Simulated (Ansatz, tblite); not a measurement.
# Ge(OMe)2H2 (C₂H₈GeO₂): one state, many levels, part 2 of 2

Aim: run the singlet of Ge(OMe)2H2 (C₂H₈GeO₂) at one geometry on many levels, and compare frontier levels, spin and run time.

Ansatz 0.2.0, Gaussian basis; as each input shows. Earlier steps stand in the parts before.

### 9 PBE-D4/def2-SVP

in.yaml

```yaml
crystal:
  periodic: [false, false, false]
  atoms:
    - {symbol: C, position_ang: [-0.725327, 0.027594, 2.006751]}
    - {symbol: C, position_ang: [1.654503, -0.052413, -1.346455]}
    - {symbol: Ge, position_ang: [-1.054555, 0.027584, -0.749732]}
    - {symbol: O, position_ang: [-0.956860, -0.770142, 0.859141]}
    - {symbol: O, position_ang: [0.524464, 0.782126, -1.163823]}
    - {symbol: H, position_ang: [-1.467601, 0.854979, 2.115019]}
    - {symbol: H, position_ang: [0.291053, 0.485867, 2.010919]}
    - {symbol: H, position_ang: [-0.811674, -0.620434, 2.904402]}
    - {symbol: H, position_ang: [1.481915, -0.853537, -2.105350]}
    - {symbol: H, position_ang: [1.976269, -0.549124, -0.401490]}
    - {symbol: H, position_ang: [2.496585, 0.575688, -1.706598]}
    - {symbol: H, position_ang: [-2.027207, 1.231447, -0.709793]}
    - {symbol: H, position_ang: [-1.381554, -1.139626, -1.712992]}
basis:
  gaussian: {orbitals: def2-SVP, initial_orbitals: start.molden}
hamiltonian: {xc: pbe, dispersion: d4}
scf: {omitted_lower_state_checks: [starts]}
output: {orbitals: {seedname: orbitals}}
```

Command:

```console
ansatz run in.yaml --threads 4 --pin off --events-out ev --progress --plain --max-ram 4787MiB
```

The log of the run:

```text
Functional definition: PBE
  name "PBE"
  cite "Perdew, Burke & Ernzerhof, Phys. Rev. Lett. 77, 3865 (1996) doi:10.1103/PhysRevLett.77.3865"
  parent pbe
  parameter kappa = 0.804
  parameter beta = 0.06672455060314922
  exchange = pbe_x(kappa = kappa, mu = beta*pi^2/3)
  correlation = pbe_c(beta = beta)
these checks for a lower state are left out or cut short: starts
1417 factors; their error is unknown
mean field evaluation 1: about -62788.8405 eV, gradient 1.1e1 eV
mean field evaluation 2: about -62789.1342 eV, gradient 2.2e-1 eV
mean field evaluation 4: about -62789.0686 eV, gradient 3.2e-4 eV
mean field -62789.06860998 eV, -2307.4557114576 hartree, gradient 1.6e-5 eV, S^2 0.000000; 0 other end points of the search recorded, 0 dependent functions left out
reference -62789.06864864 eV, -2307.4557128780 hartree; 34, 34 occupied and 94, 94 virtual orbitals, 1417 factors
Total energy: -62789.30924167 eV, -2307.4645545091 hartree
Checks for a lower state left out: starts
```

It took 1.2 s on 4 threads of Arm Neoverse V1, shared host.

HOMO -6.14 eV, LUMO 0.12 eV.

### 10 PBE0-D4/def2-SVP

in.yaml, as its differences from that of step 9:

```diff
@@ -18,3 +18,3 @@
   gaussian: {orbitals: def2-SVP, initial_orbitals: start.molden}
-hamiltonian: {xc: pbe, dispersion: d4}
+hamiltonian: {xc: pbe0, dispersion: d4}
 scf: {omitted_lower_state_checks: [starts]}
```

Launched as before.

The log of the run:

```text
Functional definition: PBE0
  name "PBE0"
  cite "Adamo & Barone, J. Chem. Phys. 110, 6158 (1999) doi:10.1063/1.478522"
  cite "Perdew, Burke & Ernzerhof, Phys. Rev. Lett. 77, 3865 (1996) doi:10.1103/PhysRevLett.77.3865"
  parent pbe
  parameter a = 0.25
  parameter kappa = 0.804
  parameter beta = 0.06672455060314922
  exchange = (1 - a)*pbe_x(kappa = kappa, mu = beta*pi^2/3) + a*exact_x
  correlation = pbe_c(beta = beta)
these checks for a lower state are left out or cut short: starts
1456 factors; their error is unknown
mean field evaluation 1: about -62790.6700 eV, gradient 8.9e0 eV
mean field evaluation 2: about -62790.8423 eV, gradient 1.2e-1 eV
mean field evaluation 4: about -62790.9866 eV, gradient 1.3e-4 eV
mean field -62790.98661954 eV, -2307.5261970089 hartree, gradient 1.3e-5 eV, S^2 0.000000; 0 other end points of the search recorded, 0 dependent functions left out
reference -62790.98664942 eV, -2307.5261981068 hartree; 34, 34 occupied and 94, 94 virtual orbitals, 1456 factors
Total energy: -62791.19080610 eV, -2307.5337007264 hartree
Checks for a lower state left out: starts
```

Wall time 1.7 s (4 threads of Arm Neoverse V1, shared host).

From the report: HOMO -7.76 eV, LUMO 1.05 eV.

### 11 HF/STO-3G

in.yaml, as its differences from that of step 10:

```diff
@@ -17,4 +17,4 @@
 basis:
-  gaussian: {orbitals: def2-SVP, initial_orbitals: start.molden}
-hamiltonian: {xc: pbe0, dispersion: d4}
+  gaussian: {orbitals: STO-3G}
+hamiltonian: {xc: hf}
 scf: {omitted_lower_state_checks: [starts]}
```

Same command.

The log of the run:

```text
Functional definition: HF
  name "HF"
  cite "Fock, Z. Phys. 61, 126 (1930) doi:10.1007/BF01340294"
  parent pbe
  exchange = exact_x
  correlation = 0
these checks for a lower state are left out or cut short: starts
588 factors; integrals over basis functions are off by at most 3.4e-5 eV
mean field evaluation 1: about -62009.6475 eV, gradient 2.9e1 eV
mean field evaluation 2: about -62009.8648 eV, gradient 2.9e1 eV
mean field evaluation 4: about -62012.8795 eV, gradient 1.8e0 eV
mean field evaluation 8: about -62012.8975 eV, gradient 2.8e-4 eV
mean field -62012.89747760 eV, -2278.9319484500 hartree, gradient 1.2e-5 eV, S^2 0.000000; 0 other end points of the search recorded, 0 dependent functions left out
reference -62012.89747760 eV, -2278.9319484500 hartree; 34, 34 occupied and 12, 12 virtual orbitals, 588 factors
Total energy: -62012.89747760 eV, -2278.9319484500 hartree
Checks for a lower state left out: starts
```

It took 0.2 s on 4 threads of Arm Neoverse V1, shared host.

From the report: HOMO -8.40 eV, LUMO 11.20 eV.

### 12 CCSD(T)/def2-SVP

in.yaml, as its differences from that of step 11:

```diff
@@ -17,4 +17,4 @@
 basis:
-  gaussian: {orbitals: STO-3G}
-hamiltonian: {xc: hf}
+  gaussian: {orbitals: def2-SVP, initial_orbitals: start.molden}
+correlation: {method: ccsd_t}
 scf: {omitted_lower_state_checks: [starts]}
```

Launched as before.

The log of the run:

```text
Functional definition: HF
  name "HF"
  cite "Fock, Z. Phys. 61, 126 (1930) doi:10.1007/BF01340294"
  parent pbe
  exchange = exact_x
  correlation = 0
these checks for a lower state are left out or cut short: starts
1283 factors; integrals over basis functions are off by at most 1.3e-3 eV
mean field evaluation 1: about -62722.5783 eV, gradient 2.4e1 eV
mean field evaluation 2: about -62723.6601 eV, gradient 9.2e-1 eV
mean field evaluation 4: about -62723.7673 eV, gradient 5.7e-3 eV
mean field evaluation 8: about -62723.7673 eV, gradient 2.2e-6 eV
mean field -62723.76731508 eV, -2305.0559331327 hartree, gradient 2.2e-6 eV, S^2 0.000000; 0 other end points of the search recorded, 0 dependent functions left out
13 core orbitals not correlated: weight in the atoms' cores, before any rotation towards them, 1.000 or more for the frozen orbitals, at most 0.000 for the correlated occupied ones
reference -62723.76731508 eV, -2305.0559331327 hartree; 21, 21 occupied and 94, 94 virtual orbitals, 1283 factors
second order -24.25923555 eV of doubles, -0.00000000 eV of singles
cycle   1  -24.54528507 eV  change   -2.9e-1 eV  update   1.2e-1
cycle   2  -25.26075298 eV  change   -7.2e-1 eV  update   3.4e-2
cycle   3  -25.42549976 eV  change   -1.6e-1 eV  update   1.8e-2
cycle   4  -25.41478374 eV  change    1.1e-2 eV  update   4.0e-3
cycle   5  -25.41530083 eV  change   -5.2e-4 eV  update   2.0e-3
cycle   6  -25.41583414 eV  change   -5.3e-4 eV  update   5.9e-4
cycle   7  -25.41547387 eV  change    3.6e-4 eV  update   2.4e-4
cycle   8  -25.41542065 eV  change    5.3e-5 eV  update   6.1e-5
cycle   9  -25.41542549 eV  change   -4.8e-6 eV  update   2.2e-5
perturbative correction -0.67374363 eV, -0.0247596216 hartree
Total energy: -62749.85648420 eV, -2306.0146924140 hartree
Checks for a lower state left out: starts
```

It took 19 s on 4 threads of Arm Neoverse V1, shared host; peak memory 0.88 GiB.

Report: Hartree-Fock HOMO -11.89 eV, LUMO 4.40 eV; T1 0.012.

### 13 MP2/def2-TZVP

in.yaml, as its differences from that of step 12:

```diff
@@ -17,4 +17,4 @@
 basis:
-  gaussian: {orbitals: def2-SVP, initial_orbitals: start.molden}
-correlation: {method: ccsd_t}
+  gaussian: {orbitals: def2-TZVP, initial_orbitals: start.molden}
+correlation: {method: mp2}
 scf: {omitted_lower_state_checks: [starts]}
```

The command is unchanged.

The log of the run:

```text
Functional definition: HF
  name "HF"
  cite "Fock, Z. Phys. 61, 126 (1930) doi:10.1007/BF01340294"
  parent pbe
  exchange = exact_x
  correlation = 0
these checks for a lower state are left out or cut short: starts
1535 factors; integrals over basis functions are off by at most 1.1e-3 eV
mean field evaluation 1: about -62737.0386 eV, gradient 3.4e1 eV
mean field evaluation 2: about -62738.1460 eV, gradient 1.2e0 eV
mean field evaluation 4: about -62738.4637 eV, gradient 1.2e-2 eV
mean field evaluation 8: about -62738.4637 eV, gradient 1.6e-6 eV
mean field -62738.46370532 eV, -2305.5960155126 hartree, gradient 4.9e-6 eV, S^2 0.000000; 0 other end points of the search recorded, 0 dependent functions left out
13 core orbitals not correlated: weight in the atoms' cores, before any rotation towards them, 1.000 or more for the frozen orbitals, at most 0.000 for the correlated occupied ones
reference -62738.46370532 eV, -2305.5960155126 hartree; 21, 21 occupied and 186, 186 virtual orbitals, 1535 factors
second order -28.98088304 eV of doubles, -0.00000000 eV of singles
Total energy: -62767.44458837 eV, -2306.6610433204 hartree
Checks for a lower state left out: starts
```

Run time: 3.1 s. Hardware: 4 threads of Arm Neoverse V1, shared host.

From the report: Hartree-Fock HOMO -11.90 eV, LUMO 3.67 eV.

### 14 Comparison

```
              level  functions  HOMO (eV)  LUMO (eV)  gap (eV)   time
          HF/STO-3G         46      -8.40      11.20     19.60  0.2 s
    PBE-D4/def2-SVP        128      -6.14       0.12      6.26  1.2 s
   PBE-D4/def2-TZVP        220      -6.31      -0.23      6.08  2.6 s
r2SCAN-D4/def2-TZVP        220      -6.64       0.16      6.80  4.2 s
 B3LYP-D4/def2-TZVP        220      -7.64       0.46      8.11  3.3 s
   PBE0-D4/def2-SVP        128      -7.76       1.05      8.81  1.7 s
  PBE0-D4/def2-TZVP        220      -7.88       0.73      8.61  3.9 s
  ωB97X-V/def2-TZVP        220     -10.35       2.75     13.10  8.5 s
  ωB97M-V/def2-TZVP        220     -10.29       2.43     12.72   10 s
```

Energy pieces by basis (eV):

```
    basis           HF  MP2 correlation  CCSD correlation      (T)              total
 def2-SVP  -62723.7673         -24.2592          -25.4154  -0.6737        -62749.8565
def2-TZVP  -62738.4637         -28.9809                             -62767.4446 (MP2)
```

The correlation energy is far from converged in these sets, so it jumps between bases; where outer-core shells are correlated, the sets cover them unevenly.

### 15 Binding energy

Free atoms were run apart at each level; binding is atoms less cluster, divided by the number of atoms, without zero-point or spin-orbit terms.

Differences are taken before rounding.

```
             method  binding an atom (eV)  from CCSD(T)/def2-SVP (eV)   time
          HF/STO-3G                 3.261                      -0.246  0.2 s
        HF/def2-SVP                 2.665                      -0.843       
       HF/def2-TZVP                 2.638                      -0.869       
    PBE-D4/def2-SVP                 3.773                      +0.266  1.2 s
   PBE-D4/def2-TZVP                 3.748                      +0.241  2.6 s
r2SCAN-D4/def2-TZVP                 3.696                      +0.189  4.2 s
 B3LYP-D4/def2-TZVP                 3.683                      +0.175  3.3 s
   PBE0-D4/def2-SVP                 3.695                      +0.187  1.7 s
  PBE0-D4/def2-TZVP                 3.673                      +0.165  3.9 s
  ωB97X-V/def2-TZVP                 3.705                      +0.198  8.5 s
  ωB97M-V/def2-TZVP                 3.687                      +0.180   10 s
       MP2/def2-SVP                 3.538                      +0.031       
      MP2/def2-TZVP                 3.616                      +0.109  3.1 s
      CCSD/def2-SVP                 3.473                      -0.035       
   CCSD(T)/def2-SVP                 3.507                           0   19 s
```

Among the levels timed on like hardware and quicker than the yardstick, those that no quicker one beats, quickest first: HF/STO-3G (0.2 s, -0.246 eV); PBE0-D4/def2-SVP (1.7 s, +0.187 eV); MP2/def2-TZVP (3.1 s, +0.109 eV).

### 16 Summary of results

This closing draws on all 2 parts.

| quantity | value |
| --- | --- |
| gap in def2-TZVP, named functionals, smallest and largest | 6.08 eV (PBE-D4), 13.10 eV (ωB97X-V) |
| correlation energy, CCSD(T)/def2-SVP | -26.09 eV |
| correlation energy, MP2/def2-TZVP | -28.98 eV |
| binding an atom, CCSD(T)/def2-SVP | 3.507 eV |
| PBE0 total energy, smallest basis above largest | 14.48 eV (def2-SVP, def2-TZVP) |

Over the named functionals in def2-TZVP the gap runs from 6.08 eV (PBE-D4) to 13.10 eV (ωB97X-V); exact exchange widens it. A small miss in a minimal or small basis is a cancelling of errors, not accuracy. The functionals in def2-TZVP miss CCSD(T)/def2-SVP by +0.165 (PBE0-D4) to +0.241 eV (PBE-D4) an atom. The yardstick is in a double-zeta basis, so levels in larger sets aren't compared like for like. The reference is CCSD(T) in one finite basis, so it carries an error of its own, often a tenth of an eV or more, and near misses can't be ranked.

MP2/def2-TZVP reaches 0.109 eV from the reference in 3.1 s, where CCSD(T)/def2-SVP took 19 s; the quickest level in the cost chart, HF/STO-3G, takes 0.2 s and misses by 0.246 eV. The slowest run with a step of its own, CCSD(T)/def2-SVP, took 19 s; the quickest functional in def2-TZVP took 2.6 s (shared host).
